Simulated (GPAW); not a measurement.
# AlSn in GPAW: convergence with k mesh

Input of the first run (k mesh 2 × 2 × 2); the others differ in this setting and in those tied to it:

The input run.py:

```python
import json
import numpy as np
from ase.dft.bandgap import bandgap
from ase.io import write
from ase.spacegroup import crystal
from ase.units import GPa
from gpaw import GPAW, PW

# Sn 1b
# Al 1e
atoms = crystal(['Sn', 'Al'],
                basis=[[0.0, 0.0, 0.5],
                       [0.6666666667, 0.3333333333, 0.0]],
                spacegroup=187, setting=1,  # P-6m2
                cellpar=[4.19810562, 4.19810562, 3.306847, 90.0, 90.0, 120.0],
                primitive_cell=True)

calc = GPAW(mode=PW(450),
            xc='LDA',
            kpts={'size': (2, 2, 2), 'gamma': True},
            occupations={'name': 'fermi-dirac', 'width': 0.05},
            nbands=17,
            convergence={'density': 1e-05, 'energy': 1e-05},
            maxiter=150,
            txt='gpaw.txt')
atoms.calc = calc
energy = atoms.get_potential_energy()
forces = atoms.get_forces()
stress = atoms.get_stress()
calc.write('gs.gpw')
write('result.traj', atoms)
print(f'Energy: {energy:.6f} eV')
print('Forces (eV/A):')
print(forces.round(4))
print('Stress (GPa):', (stress / GPa).round(3))
print('Fermi level:', round(calc.get_fermi_level(), 4), 'eV')
print(f'Gap: {bandgap(calc)[0]:.4f} eV, direct: {bandgap(calc, direct=True)[0]:.4f} eV')

size = (4, 4, 4)
dense = calc.fixed_density(kpts={'size': size, 'gamma': True}, update_fermi_level=True,
                           convergence={'bands': 'CBM+2.0', 'eigenstates': 1e-7}, txt='dense.txt')
ef = dense.get_fermi_level()
index = np.round(dense.get_bz_k_points() * size).astype(int) % size
recip = 2 * np.pi * atoms.cell.reciprocal()
sheets = []
for s, e_kn in enumerate(dense.eigenvalues()):
    for n in range(e_kn.shape[1] - 2):
        if e_kn[:, n].min() < ef < e_kn[:, n].max():
            e = np.empty(size)
            e[tuple(index.T)] = e_kn[dense.get_bz_to_ibz_map(), n] - ef
            de = np.array([(np.roll(e, -1, c) - np.roll(e, 1, c)) * size[c] / 2 for c in range(3)])
            v = np.linalg.norm(np.einsum('vc,cxyz->vxyz', np.linalg.inv(recip), de), axis=0)
            w = np.exp(-(e / 0.1)**2) / (0.1 * np.pi**0.5)
            sheets.append({'spin': s, 'band': n, 'filled': (e < 0).mean(), 'dos': w.mean(), 'bottom': e.min(), 'top': e.max(),
                           'velocity': (w * v).sum() / w.sum() * 1.519267e5, 'slice': e[:, :, 0].round(3).tolist()})
            print(f'spin {s} band {n}: filled share {sheets[-1]["filled"]:.3f}, from {e.min():.3f} to {e.max():.3f} eV,',
                  f'{w.mean():.3f} states/eV, mean velocity {sheets[-1]["velocity"]:.3e} m/s')
print('Fermi level on the dense mesh:', round(ef, 4), 'eV,', len(sheets), 'sheets')
json.dump({'ef': ef, 'sheets': sheets}, open('fermi.json', 'w'))
```

Potentials or basis: the program's PAW data sets (release 1.2.1) made for this functional, pw.

Launch:

```console
$ OMP_NUM_THREADS=1 python run.py
```

The cell comes from a database or a generator and needn't be the stable form of this composition.

Hardware: 1 thread of Arm Neoverse V1, with other jobs on the host.

```tsv
k mesh	energy less the tightest run, at zero smearing (meV/atom)	pressure (GPa)	SCF cycles	CPU time (s)	peak memory (GiB)
2 × 2 × 2	-80.23	-3.72	9	5.4	0.15
3 × 3 × 3	87.86	-4.32	9	9.3	0.16
4 × 4 × 4	81.83	-2.91	9	11	0.16
5 × 5 × 5	44.61	-4.62	9	17	0.17
6 × 6 × 6	24.58	-4.74	9	28	0.2
7 × 7 × 7	-28.69	-4.93	9	39	0.23
8 × 8 × 9	0.00	-4.36	9	48	0.25
```

Not settled before the last step: the energy (to 1 meV/atom), the pressure (to 0.1 GPa). Meshes of other sizes hit other points, so gaps and Fermi surfaces needn't settle smoothly. The tightest run that finished is the yardstick and may itself not be fully converged.

Caveat, for the tightest run too: the cutoff is short for stress and forces, so pressures can be off by a GPa or more.
